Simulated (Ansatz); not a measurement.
**F₃GeHSe: shape, modes and thermochemistry**

The task is to find a stationary geometry of F₃GeHSe, then compute its harmonic vibrations to see whether it is a minimum and to get the zero-point energy and entropy, and look at its orbitals and charge.

Program: Ansatz 0.2.0, Gaussian basis. Level of theory: RKS PBE0-D4/def2-TZVP. These are calculated values, not measurements.

Levels to be run: relaxation at PBE-D4/def2-SVP; relaxation at PBE0-D4/def2-TZVP; harmonic vibrations at the same level; a single point in def2-TZVPP for the fields.

## (1) The system as given

SMILES `[F][Ge]([F])([F])[SeH]`, 6 atoms, charge 0, spin multiplicity 1.

Atoms are counted from 1 here; the program's logs count them from 0.

Bond lengths: F1–Ge2 1.785 Å, Ge2–F3 1.783 Å, Ge2–F4 1.797 Å, Ge2–Se5 2.358 Å, Se5–H6 1.556 Å. Angles: F1–Ge2–F3 110.8°, F1–Ge2–F4 106.4°, F1–Ge2–Se5 110.9°, F3–Ge2–F4 111.8°, F3–Ge2–Se5 109.0°, F4–Ge2–Se5 108.0°, Ge2–Se5–H6 90.7°.

Geometry (Å):

```xyz
6
F3GeHSe
F     0.70360   -0.61270    1.67990
Ge    0.13210   -0.54760   -0.01000
F    -1.54990   -1.12580   -0.13190
F     1.26010   -1.57000   -0.96540
Se    0.24900    1.65160   -0.85230
H    -0.75280    2.14050    0.23370
```

The start is a force-field geometry with small random shifts, so a cheaper pass at PBE-D4/def2-SVP comes first.

## (2) Optimising with PBE-D4/def2-SVP (cheap first pass)

in.yaml

```yaml
crystal:
  periodic: [false, false, false]
  atoms:
    - {symbol: F, position_ang: [0.703600, -0.612700, 1.679900]}
    - {symbol: Ge, position_ang: [0.132100, -0.547600, -0.010000]}
    - {symbol: F, position_ang: [-1.549900, -1.125800, -0.131900]}
    - {symbol: F, position_ang: [1.260100, -1.570000, -0.965400]}
    - {symbol: Se, position_ang: [0.249000, 1.651600, -0.852300]}
    - {symbol: H, position_ang: [-0.752800, 2.140500, 0.233700]}
basis:
  gaussian: {orbitals: def2-SVP}
hamiltonian: {xc: pbe, dispersion: d4}
relax: {f_tol: 0.03, max_steps: 200}
```

Command:

```sh
ansatz run in.yaml --threads 4 --pin off --events-out ev --progress --plain --max-ram 10444MiB
```

Log (excerpt; [...] marks lines left out):

```text
Functional definition: PBE
  name "PBE"
  cite "Perdew, Burke & Ernzerhof, Phys. Rev. Lett. 77, 3865 (1996) doi:10.1103/PhysRevLett.77.3865"
  parent pbe
[...]
1199 factors; their error is unknown
[...]
mean field -129990.71206300 eV, -4777.0705574460 hartree, gradient 1.2e-5 eV, S^2 0.000000; 0 other end points of the search recorded, 0 dependent functions left out
[...]
reference -129990.71209215 eV, -4777.0705585174 hartree; 47, 47 occupied and 64, 64 virtual orbitals, 1199 factors
relax step   1: F+E_penalty+E_count = -129990.85872270 eV  Δ(F+E_penalty+E_count) = +0.000e0 eV  max|allowed force component| = 1.237e0 eV/Å  Δτ_max = 0.0000 Å  (28 SCF iters, accepted)
[...]
relax step   6: F+E_penalty+E_count = -129991.08581085 eV  Δ(F+E_penalty+E_count) = -5.137e-4 eV  max|allowed force component| = 3.481e-2 eV/Å  Δτ_max = 0.0223 Å  (26 SCF iters, accepted)
[...]
relax step   7: F+E_penalty+E_count = -129991.08595824 eV  Δ(F+E_penalty+E_count) = -1.474e-4 eV  max|allowed force component| = 4.517e-3 eV/Å  Δτ_max = 0.0060 Å  (28 SCF iters, accepted)
1199 factors; their error is unknown
[...]
mean field -129990.93774994 eV, -4777.0788512882 hartree, gradient 3.6e-5 eV, S^2 0.000000; 1 other end points of the search recorded, 0 dependent functions left out
[...]
reference -129990.93777942 eV, -4777.0788523714 hartree; 47, 47 occupied and 64, 64 virtual orbitals, 1199 factors
Total energy: -129991.08598772 eV, -4777.0842989259 hartree
Atom 0 at     0.623740    -0.653096     1.643173 Å, force    -0.000055    -0.000853     0.001445 eV/Å
Atom 1 at     0.140495    -0.490025    -0.017446 Å, force     0.000562    -0.002783     0.000303 eV/Å
Atom 2 at    -1.450018    -1.186627    -0.070224 Å, force    -0.001130    -0.001464     0.000515 eV/Å
Atom 3 at     1.176991    -1.523328    -0.948859 Å, force     0.000593    -0.001048    -0.000495 eV/Å
Atom 4 at     0.263889     1.679412    -0.844298 Å, force     0.000615     0.004517    -0.002140 eV/Å
Atom 5 at    -0.712997     2.109664     0.191654 Å, force    -0.000585     0.001629     0.000372 eV/Å
Dipole moment:    -0.074168     0.559123    -0.085978 e Å
```

It took 8.5 s on 4 threads of Arm Neoverse V2, shared host.

Step by step:

```
step  energy from step 1 (eV)  largest force component (eV/Å)
   1                   0.0000                          1.2372
   2                  -0.1247                          1.5864
   3                  -0.1498                          0.7706
   4                  -0.2187                          0.3946
   5                  -0.2266                          0.0334
   6                  -0.2271                          0.0348
   7                  -0.2272                          0.0045
```

Distances of close pairs at the start and the end, largest changes first:

```
   bond  before (Å)  after (Å)  change (Å)
 Se5–H6       1.556      1.487      -0.069
 Ge2–F4       1.797      1.735      -0.063
 F1–Ge2       1.785      1.737      -0.048
 Ge2–F3       1.783      1.737      -0.046
Ge2–Se5       2.358      2.325      -0.033
```

## (3) Geometry optimisation, PBE0-D4/def2-TZVP

in.yaml

```yaml
crystal:
  periodic: [false, false, false]
  atoms:
    - {symbol: F, position_ang: [0.623740, -0.653096, 1.643173]}
    - {symbol: Ge, position_ang: [0.140495, -0.490025, -0.017446]}
    - {symbol: F, position_ang: [-1.450018, -1.186627, -0.070224]}
    - {symbol: F, position_ang: [1.176991, -1.523328, -0.948859]}
    - {symbol: Se, position_ang: [0.263889, 1.679412, -0.844298]}
    - {symbol: H, position_ang: [-0.712997, 2.109664, 0.191654]}
basis:
  gaussian: {orbitals: def2-TZVP}
hamiltonian: {xc: pbe0, dispersion: d4}
relax: {f_tol: 0.005, max_steps: 150}
```

The command is unchanged.

Log (excerpt; [...] marks lines left out):

```text
Functional definition: PBE0
  name "PBE0"
  cite "Adamo & Barone, J. Chem. Phys. 110, 6158 (1999) doi:10.1063/1.478522"
  cite "Perdew, Burke & Ernzerhof, Phys. Rev. Lett. 77, 3865 (1996) doi:10.1103/PhysRevLett.77.3865"
  parent pbe
[...]
1325 factors; their error is unknown
[...]
mean field -130019.89161844 eV, -4778.1428863299 hartree, gradient 8.5e-6 eV, S^2 0.000000; 0 other end points of the search recorded, 0 dependent functions left out
[...]
reference -130019.89163954 eV, -4778.1428871052 hartree; 47, 47 occupied and 148, 148 virtual orbitals, 1325 factors
relax step   1: F+E_penalty+E_count = -130020.01748972 eV  Δ(F+E_penalty+E_count) = +0.000e0 eV  max|allowed force component| = 8.208e-1 eV/Å  Δτ_max = 0.0000 Å  (29 SCF iters, accepted)
[...]
1325 factors; their error is unknown
[...]
mean field -130019.93426730 eV, -4778.1444536465 hartree, gradient 1.9e-5 eV, S^2 0.000000; 1 other end points of the search recorded, 0 dependent functions left out
[...]
reference -130019.93428840 eV, -4778.1444544221 hartree; 47, 47 occupied and 148, 148 virtual orbitals, 1325 factors
Total energy: -130020.06125242 eV, -4778.1491202635 hartree
Atom 0 at     0.616317    -0.649298     1.617901 Å, force    -0.000205     0.000052     0.000078 eV/Å
Atom 1 at     0.138122    -0.488313    -0.015372 Å, force     0.000416    -0.000174    -0.000369 eV/Å
Atom 2 at    -1.426084    -1.175675    -0.069911 Å, force    -0.000050     0.000022     0.000090 eV/Å
Atom 3 at     1.159340    -1.503962    -0.933551 Å, force    -0.000101    -0.000185     0.000217 eV/Å
Atom 4 at     0.259575     1.657695    -0.832674 Å, force    -0.000047     0.000489    -0.000348 eV/Å
Atom 5 at    -0.705169     2.095553     0.187607 Å, force    -0.000014    -0.000203     0.000331 eV/Å
Dipole moment:    -0.066631     0.579860    -0.101464 e Å
```

It took 27 s on 4 threads of Arm Neoverse V2, shared host; peak memory 0.63 GiB.

Along the way:

```
step  energy from step 1 (eV)  largest force component (eV/Å)
   1                   0.0000                          0.8208
   2                  -0.0365                          0.4617
   3                  -0.0434                          0.0309
   4                  -0.0433                          0.0321
   5                  -0.0437                          0.0070
   6                  -0.0437                          0.0005
```

Distances of close pairs at the start and the end, largest changes first:

```
   bond  before (Å)  after (Å)  change (Å)
 F1–Ge2       1.737      1.709      -0.028
 Ge2–F3       1.737      1.709      -0.028
 Ge2–F4       1.735      1.708      -0.027
Ge2–Se5       2.325      2.300      -0.025
 Se5–H6       1.487      1.471      -0.017
```

Mulliken charges of the relaxed molecule (report file):

```
atom  value (e)
  F1      -0.33
 Ge2       1.09
  F3      -0.33
  F4      -0.33
 Se5      -0.26
  H6       0.17
```

## (4) Vibrations by finite differences

in.yaml

```yaml
crystal:
  periodic: [false, false, false]
  atoms:
    - {symbol: F, position_ang: [0.616317, -0.649298, 1.617901]}
    - {symbol: Ge, position_ang: [0.138122, -0.488313, -0.015372]}
    - {symbol: F, position_ang: [-1.426084, -1.175675, -0.069911]}
    - {symbol: F, position_ang: [1.159340, -1.503962, -0.933551]}
    - {symbol: Se, position_ang: [0.259575, 1.657695, -0.832674]}
    - {symbol: H, position_ang: [-0.705169, 2.095553, 0.187607]}
basis:
  gaussian: {orbitals: def2-TZVP}
hamiltonian: {xc: pbe0, dispersion: d4}
phonons: {temperatures: {t_min: 298.15, t_max: 900, t_step: 200}}
```

Launched as before.

Log (excerpt; [...] marks lines left out):

```text
Functional definition: PBE0
  name "PBE0"
  cite "Adamo & Barone, J. Chem. Phys. 110, 6158 (1999) doi:10.1063/1.478522"
  cite "Perdew, Burke & Ernzerhof, Phys. Rev. Lett. 77, 3865 (1996) doi:10.1103/PhysRevLett.77.3865"
  parent pbe
[...]
1325 factors; their error is unknown
[...]
mean field -130019.93426738 eV, -4778.1444536493 hartree, gradient 8.9e-6 eV, S^2 0.000000; 0 other end points of the search recorded, 0 dependent functions left out
[...]
reference -130019.93428848 eV, -4778.1444544247 hartree; 47, 47 occupied and 148, 148 virtual orbitals, 1325 factors
[...]
1325 factors; their error is unknown
mean field -130019.93425833 eV, -4778.1444533167 hartree, gradient 2.9e-6 eV, S^2 0.000000; 0 other end points of the search recorded, 0 dependent functions left out
[...]
reference -130019.93425561 eV, -4778.1444532171 hartree; 47, 47 occupied and 148, 148 virtual orbitals, 1325 factors
Total energy: -130020.06125249 eV, -4778.1491202661 hartree
Atom 0 at     0.616317    -0.649298     1.617901 Å, force    -0.000201     0.000052     0.000096 eV/Å
Atom 1 at     0.138122    -0.488313    -0.015372 Å, force     0.000424    -0.000164    -0.000395 eV/Å
Atom 2 at    -1.426084    -1.175675    -0.069911 Å, force    -0.000060     0.000019     0.000092 eV/Å
Atom 3 at     1.159340    -1.503962    -0.933551 Å, force    -0.000100    -0.000185     0.000218 eV/Å
Atom 4 at     0.259575     1.657695    -0.832674 Å, force    -0.000049     0.000479    -0.000343 eV/Å
Atom 5 at    -0.705169     2.095553     0.187607 Å, force    -0.000014    -0.000200     0.000332 eV/Å
Dipole moment:    -0.066631     0.579860    -0.101463 e Å
Vibrations: 74.84 132.56 153.16 230.95 235.75 237.62 340.79 682.97 729.04 752.61 761.52 2439.44 cm⁻¹, zero-point energy 0.419763 eV
```

It took 1.7 min on 4 threads of Arm Neoverse V2, shared host; peak memory 0.63 GiB.

Motions are named by where the mode's potential energy lies. The modes, unscaled (a negative number is an imaginary wavenumber):

```
mode  cm⁻¹                   motion
   1    75                  torsion
   2   133                     bend
   3   153                     bend
   4   231  bend with Ge–Se stretch
   5   236        bend with torsion
   6   238        bend with torsion
   7   341  Ge–Se stretch with bend
   8   683                     bend
   9   729             Ge–F stretch
  10   753             Ge–F stretch
  11   762             Ge–F stretch
  12  2439             Se–H stretch
```

Ideal gas, rigid rotor and harmonic oscillator at 298.15 K and 1 bar, with symmetry number 1:

```
                term            value
   zero-point energy      40.5 kJ/mol
          H(298) − E      62.0 kJ/mol
entropy, translation  175.5 J/(mol K)
   entropy, rotation  119.3 J/(mol K)
  entropy, vibration   72.8 J/(mol K)
      entropy, total  367.6 J/(mol K)
```

## (5) Fields at the relaxed geometry

Changes to in.yaml since step 4:

```diff
@@ -10,4 +10,4 @@
 basis:
-  gaussian: {orbitals: def2-TZVP}
+  gaussian: {orbitals: def2-TZVPP}
 hamiltonian: {xc: pbe0, dispersion: d4}
-phonons: {temperatures: {t_min: 298.15, t_max: 900, t_step: 200}}
+output: {orbitals: {seedname: orbitals}}
```

Launched as before.

Log:

```text
Functional definition: PBE0
  name "PBE0"
  cite "Adamo & Barone, J. Chem. Phys. 110, 6158 (1999) doi:10.1063/1.478522"
  cite "Perdew, Burke & Ernzerhof, Phys. Rev. Lett. 77, 3865 (1996) doi:10.1103/PhysRevLett.77.3865"
  parent pbe
  parameter a = 0.25
  parameter kappa = 0.804
  parameter beta = 0.06672455060314922
  exchange = (1 - a)*pbe_x(kappa = kappa, mu = beta*pi^2/3) + a*exact_x
  correlation = pbe_c(beta = beta)
1340 factors; their error is unknown
mean field evaluation 1: about -130014.6529 eV, gradient 5.9e1 eV
mean field evaluation 2: about -130006.0423 eV, gradient 1.0e2 eV
mean field evaluation 4: about -130019.2382 eV, gradient 1.6e0 eV
mean field evaluation 8: about -130019.2368 eV, gradient 4.5e-2 eV
mean field evaluation 16: about -130019.9488 eV, gradient 2.2e-4 eV
mean field -130019.94878021 eV, -4778.1449869862 hartree, gradient 2.5e-5 eV, S^2 0.000000; 0 other end points of the search recorded, 0 dependent functions left out
reference -130019.94880144 eV, -4778.1449877662 hartree; 47, 47 occupied and 156, 156 virtual orbitals, 1340 factors
Total energy: -130020.07576545 eV, -4778.1496536076 hartree
```

Wall time 3 s (4 threads of Arm Neoverse V2, shared host); peak memory 0.67 GiB.

Orbitals, density, ELF and potential are computed afterwards from the orbital file.

Frontier orbitals at PBE0-D4/def2-TZVPP, with the share of their density that lies nearest to each atom:

```
orbital  energy (eV)                                     lies on
 HOMO-1       -10.44  Se5 52 %; Ge2 15 %; F1, F3 about 10 % each
   HOMO        -8.37                           Se5 82 %; H6 10 %
   LUMO        -1.68  Se5 36 %; Ge2 30 %; F1, F3 about 10 % each
```

ELF in a plane through or near 4 of the atoms.

Values, 10 rows by 14 columns:
```
0.00 0.00 0.00 0.00 0.00 0.00 0.00 0.00 0.00 0.00 0.00 0.00 0.00 0.00
0.00 0.00 0.00 0.00 0.00 0.00 0.00 0.00 0.00 0.00 0.00 0.00 0.00 0.00
0.00 0.00 0.00 0.01 0.01 0.00 0.00 0.00 0.01 0.00 0.00 0.00 0.00 0.00
0.00 0.00 0.20 0.85 0.77 0.09 0.02 0.06 0.06 0.02 0.00 0.00 0.00 0.00
0.00 0.00 0.62 0.99 0.99 0.47 0.25 0.15 0.12 0.08 0.01 0.00 0.00 0.00
0.00 0.01 0.23 0.76 0.42 0.29 0.67 0.62 0.62 0.28 0.20 0.05 0.00 0.00
0.00 0.01 0.22 0.58 0.73 0.63 0.74 0.24 0.45 0.64 0.76 0.20 0.00 0.00
0.00 0.01 0.27 0.79 0.75 0.67 0.38 0.03 0.58 0.85 0.65 0.10 0.00 0.00
0.00 0.00 0.03 0.29 0.46 0.31 0.05 0.00 0.10 0.19 0.06 0.00 0.00 0.00
0.00 0.00 0.00 0.00 0.01 0.01 0.00 0.00 0.00 0.00 0.00 0.00 0.00 0.00
```
The map spans 9.6 Å across and 7.8 Å up, centred on the molecule. Atoms in the plane (x, y in Å): Ge2 (0.5, 0.0), F4 (1.6, -1.3), Se5 (-1.6, -0.9), H6 (-2.2, 0.4).

log10 of the density (e/Å³) in the same plane.

Values, 10 rows by 14 columns:
```
-4.0 -4.0 -4.0 -4.0 -4.0 -4.0 -4.0 -4.0 -4.0 -4.0 -4.0 -4.0 -4.0 -4.0
-4.0 -4.0 -4.0 -4.0 -4.0 -4.0 -4.0 -3.6 -3.5 -3.8 -4.0 -4.0 -4.0 -4.0
-4.0 -4.0 -3.7 -3.2 -3.1 -3.1 -2.9 -2.3 -2.2 -2.5 -3.3 -4.0 -4.0 -4.0
-4.0 -3.5 -2.5 -1.7 -1.5 -1.8 -1.8 -1.2 -1.0 -1.5 -2.4 -3.7 -4.0 -4.0
-4.0 -3.0 -1.7 -0.5 -0.2 -0.8 -0.9 -0.1 -0.1 -1.0 -2.1 -3.2 -4.0 -4.0
-3.9 -2.8 -1.5 -0.4  0.1  0.0 -0.2  1.3  1.2 -0.5 -1.2 -2.3 -3.7 -4.0
-3.8 -2.7 -1.5 -0.3  1.8  1.6 -0.2 -0.4  0.0  0.8 -0.1 -1.7 -3.3 -4.0
-4.0 -2.9 -1.8 -0.8 -0.2 -0.3 -0.9 -1.4 -0.4  0.5 -0.4 -1.9 -3.4 -4.0
-4.0 -3.5 -2.7 -2.0 -1.6 -1.7 -2.1 -2.5 -2.0 -1.6 -2.0 -2.9 -4.0 -4.0
-4.0 -4.0 -3.5 -3.0 -2.8 -2.9 -3.3 -3.7 -3.4 -3.2 -3.6 -4.0 -4.0 -4.0
```
The map spans 9.6 Å across and 7.8 Å up, centred on the molecule. Atoms in the plane (x, y in Å): Ge2 (0.5, 0.0), F4 (1.6, -1.3), Se5 (-1.6, -0.9), H6 (-2.2, 0.4).

On the surface of density 0.002 e/bohr³ the electrostatic potential runs, from the 1st to the 99th percentile, from -0.77 V near F1 to 1.92 V near H6.

## (6) Outcome

```
                  quantity            value
               point group               Cs
                     steps            7 + 6
shift from the start (rms)          0.100 Å
              total energy  -130020.0613 eV
           dispersion term         -127 meV
             dipole moment           2.85 D
lowest, highest wavenumber    75, 2439 cm⁻¹
         zero-point energy      40.5 kJ/mol
       entropy at 298.15 K  367.6 J/(mol K)
                HOMO, LUMO  -8.37, -1.68 eV
```

In words: The atoms moved 0.10 Å (rms) from the start; the bond that changed most is Ge2–F4, from 1.797 to 1.708 Å. No mode is imaginary: a true minimum at this level. The stiffest mode, 2439 cm⁻¹, is an Se–H stretch, and 3 modes under 200 cm⁻¹ make the vibrational entropy uncertain. Harmonic hybrid wavenumbers usually lie a few per cent above measured fundamentals. The largest Mulliken charge, +1.09 e, sits on Ge2. The HOMO lies mostly on Se5 82 %; H6 10 % and the LUMO on Se5 36 %; Ge2 30 %.
